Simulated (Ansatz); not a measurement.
What does this script print? It uses Ansatz's Python interface.

The script reads `smsipt3.yaml`:
```yaml
crystal:
  lattice:
    - [4.065099, 0.0, 0.0]
    - [0.0, 4.065099, 0.0]
    - [0.0, 0.0, 5.461091]
  atoms:
    - { symbol: Sm, position: [0.5, 0.5, 0.701448], spin: 5.0 }
    - { symbol: Si, position: [0.0, 0.0, 0.96596] }
    - { symbol: Pt, position: [0.5, 0.0, 0.195709] }
    - { symbol: Pt, position: [0.0, 0.5, 0.195709] }
    - { symbol: Pt, position: [0.0, 0.0, 0.549374] }
magnetization:
  spin_polarized: true
kpoints:
  mp_grid: { grid: [6, 6, 4] }
hamiltonian:
  xc: pbe
scf:
  occupations: { method: gaussian, width: 0.15 }
basis:
  ecutwfc: "420 eV"
output:
  forces: true
  stress: true
elastic:
  mode: relaxed_ion
```

`convert_smsipt3.py`
```python
# -*- coding: utf-8 -*-
"""Turn an input file for SmSiPt3 into a chain of calls."""

import ansatz as az

model = az.Calculation.from_yaml("smsipt3.yaml")
print(model.to_python())
```

```console
$ python convert_smsipt3.py
(
    az.Lattice.of(((4.065099, 0.0, 0.0), (0.0, 4.065099, 0.0), (0.0, 0.0, 5.461091)))
    .atom("Sm", (0.5, 0.5, 0.701448), moment=5.0)
    .atom("Si", (0.0, 0.0, 0.96596))
    .atom("Pt", (0.5, 0.0, 0.195709))
    .atom("Pt", (0.0, 0.5, 0.195709))
    .atom("Pt", (0.0, 0.0, 0.549374))
    .calculation()
    .basis(cutoff=420.0)
    .kpoints(6, 6, 4)
    .functional("pbe")
    .spin("collinear")
    .occupations(method="gaussian", width=0.15)
    .elastic(mode="relaxed_ion")
    .forces()
    .stress()
)
```

The input is only written out: it wasn't run, and its settings aren't tested. The structure comes from a database and needn't be a stable phase.

(A comment or docstring line of the script was reworded after the run, the code is as it ran.)
